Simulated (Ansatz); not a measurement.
# C₂H₄BNS, SMILES C=C1SB1N: a rigid torsion scan

Program: Ansatz's Python interface.

The cells in order, each with its output:

In [1]:
```python
import ansatz as az
from ase import Atoms
```

In [2]:
```python
BASIS_SET = "6-31G*"
XC = "r2scan0"
FORCE_TOL = 0.02
```

In [3]:
```python
atoms = Atoms(["C", "C", "S", "B", "N", "H", "H", "H", "H"], positions=[
    [0.7902, 0.8349, -1.5228],
    [0.7795, 0.0446, -0.5006],
    [1.5308, -1.2827, 0.3107],
    [0.1539, -0.51, 0.9252],
    [-1.2, -0.6435, 1.7181],
    [1.5094, 0.8493, -2.3001],
    [-0.0334, 1.6075, -1.6109],
    [-1.7913, -1.2682, 1.2042],
    [-1.6506, 0.3217, 1.7591],
])
```

In [4]:
```python
# start the scan from a relaxed geometry
first = (
    az.Crystal.molecule_from_ase(atoms).calculation()
    .basis(gaussian=BASIS_SET)
    .functional(XC)
    .relax(force_tolerance=FORCE_TOL, max_steps=80)
)
atoms.positions = first.run(threads=1, pin="off").report["positions_ang"]

start = atoms.get_dihedral(2, 1, 0, 5)
energies = {}
for turn in range(0, 360, 30):
    turned = atoms.copy()
    turned.set_dihedral(2, 1, 0, 5, start + turn, indices=[0, 5, 6])
    calc = (
        az.Crystal.molecule_from_ase(turned).calculation()
        .basis(gaussian=BASIS_SET)  # the orbital basis, by name
        .functional(XC)
    )
    energies[round((start + turn) % 360)] = calc.run(threads=1, pin="off").report["free_energy_ev"]
floor = min(energies.values())
print("dihedral S2-C1-C0-H5 (deg)   E - E(min) (eV)")
for angle, e in sorted(energies.items()):
    print(f"{angle:8d} {(e - floor):14.3f}  " + "#" * int(30 * (e - floor) / max(max(energies.values()) - floor, 1e-9)))
```
```text
dihedral S2-C1-C0-H5 (deg)   E - E(min) (eV)
      30          0.384  ###
      60          1.511  #############
      90          3.244  #############################
     120          1.528  ##############
     150          0.398  ###
     180          0.011
     210          0.394  ###
     240          1.520  ##############
     270          3.253  ##############################
     300          1.519  ##############
     330          0.388  ###
     360          0.000
```

The lowest point is at 360° and the highest at 270°, 3.253 eV (313.9 kJ/mol) above it, with the rest of the molecule held.

These settings explore the input space; basis and method may be short of convergence. The scan is rigid and the energies are electronic, in a modest basis. With rigid groups the curve can differ much from the relaxed path, the start wasn't checked as a minimum of this torsion, and equivalent turns needn't return to the same energy. Wall time of the script: 2.2 min on 1 thread of Arm Neoverse V1, on a shared host, peak memory 0.27 GiB.
